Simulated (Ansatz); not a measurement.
# CHNOTe (SMILES O=C1N[Te]1): one structure at several levels

One table from this session's results is given with a row withheld; the runs are named, their logs left out.

Computed with Ansatz 0.2.0, Gaussian basis. Level: single points in def2-TZVPP.

Correlated methods freeze the cores. Filled d shells of the heavier atoms are correlated. Core potentials replace the inner electrons past krypton, and spin-orbit coupling is left out. B3LYP uses VWN-RPA correlation.

## The system as given

5 atoms, charge 0, spin multiplicity 1.

Atoms are counted from 1 here; the program's logs count them from 0.

Bond lengths: O1–C2 1.206 Å, C2–N3 1.224 Å, C2–Te4 2.308 Å, N3–Te4 2.164 Å, N3–H5 1.001 Å. Angles: O1–C2–N3 162.2°, O1–C2–Te4 129.5°, N3–C2–Te4 67.7°, C2–N3–Te4 80.7°, C2–N3–H5 123.7°, Te4–N3–H5 134.4°, C2–Te4–N3 31.6°.

As a file:

```xyz
5
charge 0, multiplicity 1
O    -1.44030   -0.35040    1.04160
C    -0.46320   -0.09270    0.38250
N     0.68660    0.17630    0.05860
Te   -0.31330    0.60590   -1.81210
H     1.48030   -0.37630    0.31830
```

Set-up of the first run:

Input file run/in.yaml:

```yaml
crystal:
  periodic: [false, false, false]
  atoms:
    - {symbol: O, position_ang: [-1.440300, -0.350400, 1.041600]}
    - {symbol: C, position_ang: [-0.463200, -0.092700, 0.382500]}
    - {symbol: N, position_ang: [0.686600, 0.176300, 0.058600]}
    - {symbol: Te, position_ang: [-0.313300, 0.605900, -1.812100]}
    - {symbol: H, position_ang: [1.480300, -0.376300, 0.318300]}
basis:
  gaussian: {orbitals: def2-TZVPP}
correlation: {method: ccsd_t}
output: {forces: true}
```

No record of the launch command was kept for these runs.

Among the steps run: CCSD(T)/def2-TZVPP; PBE0-D4/def2-TZVPP; wB97M-V/def2-TZVPP; r2SCAN-D4/def2-TZVPP; PBE-D4/def2-TZVPP; HSE06-D4/def2-TZVPP; B3LYP-D4/def2-TZVPP.

One of the session's tables, all rows but one given; the rest of the session is left out.

| method | RMS force component (eV/Å) | angle to CCSD(T) forces (°) | dipole (D) |
| --- | --- | --- | --- |
| CCSD(T) | 2.141 | reference | 2.49 |
| PBE0-D4 | ? | ? | ? |
| wB97M-V | 2.145 | 9.2 | 2.53 |
| r2SCAN-D4 | 2.085 | 3.7 | 2.54 |
| PBE-D4 | 2.044 | 6.6 | 2.43 |
| HSE06-D4 | 2.168 | 7.7 | 2.51 |
| B3LYP-D4 | 2.089 | 6.0 | 2.49 |

Estimate the missing values for PBE0-D4.

**Answer.** RMS force component (eV/Å): 2.170; angle to CCSD(T) forces (°): 7.9; dipole (D): 2.52. In the column «RMS force component (eV/Å)» it is the highest.
